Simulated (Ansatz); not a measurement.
**La2InO2: from the start to rest**

The start is La2InO2, a structure type of another compound, with these elements put in. Where does it settle when we relax the atoms in a fixed cell, and what is it like there?

All numbers below are computed with Ansatz 0.2.0 (DFT, r2SCAN, no spin polarisation, plane waves, PAW).

### 1 Geometry

It takes space group I4/mmm (No. 139, tetragonal). Conventional cell: a = 4.004 Å, b = 4.004 Å, c = 13.635 Å, α = 90.00°, β = 90.00°, γ = 90.00°. Around La (site symmetry 4mm) lie 4 O at 2.38 Å. In (site symmetry 4/mmm) has 8 La at 3.54 Å and 8 O at 3.95 Å and 4 In at 4.00 Å as nearest neighbours. Around O (site symmetry -4m2) lie 4 La at 2.38 Å.

In its conventional cell, by symmetry (the run takes the cell typed in the input):

```cif
data_structure
_symmetry_space_group_name_H-M 'I4/mmm'
_symmetry_Int_Tables_number 139
_cell_length_a 4.0043
_cell_length_b 4.0043
_cell_length_c 13.6349
_cell_angle_alpha 90.000
_cell_angle_beta 90.000
_cell_angle_gamma 90.000
_cell_volume 218.63
loop_
_atom_site_label
_atom_site_type_symbol
_atom_site_symmetry_multiplicity
_atom_site_Wyckoff_symbol
_atom_site_fract_x
_atom_site_fract_y
_atom_site_fract_z
_atom_site_occupancy
La1 La 4 e 0.50000 0.50000 0.84400 1
In1 In 2 a 0.00000 0.00000 0.00000 1
O1 O 4 d 0.00000 0.50000 0.75000 1
```

It starts from an earlier solution of the starting cell (checkpoint.read).

### 2 The walk to rest

input.yaml reads:

```yaml
crystal:
  lattice:
    - [0.0, 4.004304, 0.0]
    - [4.004304, 0.0, 0.0]
    - [2.002152, 2.002152, -6.817441]
  atoms:
    - { symbol: La, position: [0.344, 0.344, 0.312] }
    - { symbol: La, position: [0.656, 0.656, 0.688] }
    - { symbol: In, position: [0.0, 0.0, 0.0] }
    - { symbol: O, position: [0.25, 0.75, 0.5] }
    - { symbol: O, position: [0.75, 0.25, 0.5] }
  symmetry: { tolerance: 0.0003 }
kpoints:
  mp_grid: { grid: [7, 7, 7], shift: [0, 0, 0] }
magnetization:
  spin_polarized: false
scf:
  occupations: { method: fermi_dirac }
  lower_state_search: "off"
hamiltonian:
  pseudopotentials: { kind: paw }
  xc: r2scan
basis:
  ecutwfc: 500
  fft_grid_basis: typed
relax:
  max_steps: 60
output:
  forces: true
  stress: true
  eigenvalues: true
  bader: true
  populations: true
  elf: true
  write_potential: true
  volumetric_format: npy
  dos:
    e_range: [-12, 8]
    de: 0.05
    projected: { site_lists: { In: [In], La: [La], O: [O] } }
checkpoint:
  read: saved_state
```

Run with:

```bash
$ ansatz run input.yaml --threads 2 --pin off --max-ram 2560MiB --backend cpu --events-out ev --progress --plain --runs-dir out
```

**Question.** What will these runs give? Wanted: moves; energy gained; largest move; pressure left in the fixed cell; character; Bader charges.

As calculated:

| quantity | value |
| --- | --- |
| moves | 2 |
| energy gained | 15.7 meV/atom |
| largest move | 0.06 Å (La) |
| space group (0.01 Å), before / after | I4/mmm / I4/mmm |
| pressure left in the fixed cell | 5.5 GPa |
| character | metal |
| density of states, mean within 0.25 eV of the Fermi level | 3.8 per eV per cell |
| Bader charges | La +1.87, In -1.03, O -1.35 e |

**Reading.** In the fixed cell the largest move of an atom is 0.06 Å; the energy fell by 15.7 meV per atom. The fixed cell still holds a mean pressure of 5.5 GPa, so it would expand if let free. With 16 symmetry operations imposed, the end may be a saddle point towards distortions that break them. Bands cross the Fermi level: a metal; within 0.25 eV of the Fermi level the density of states averages 3.8 per eV per cell, mostly In p (54 %) and La d (25 %), but it varies sharply: 7.7 at the Fermi level itself, on this mesh. La loses most charge (+1.87 e on average) and O gains most (-1.35 e).

Caveats: an odd count of electrons without spin polarisation forces a partly filled band; the SCF threshold is loose for a stress.
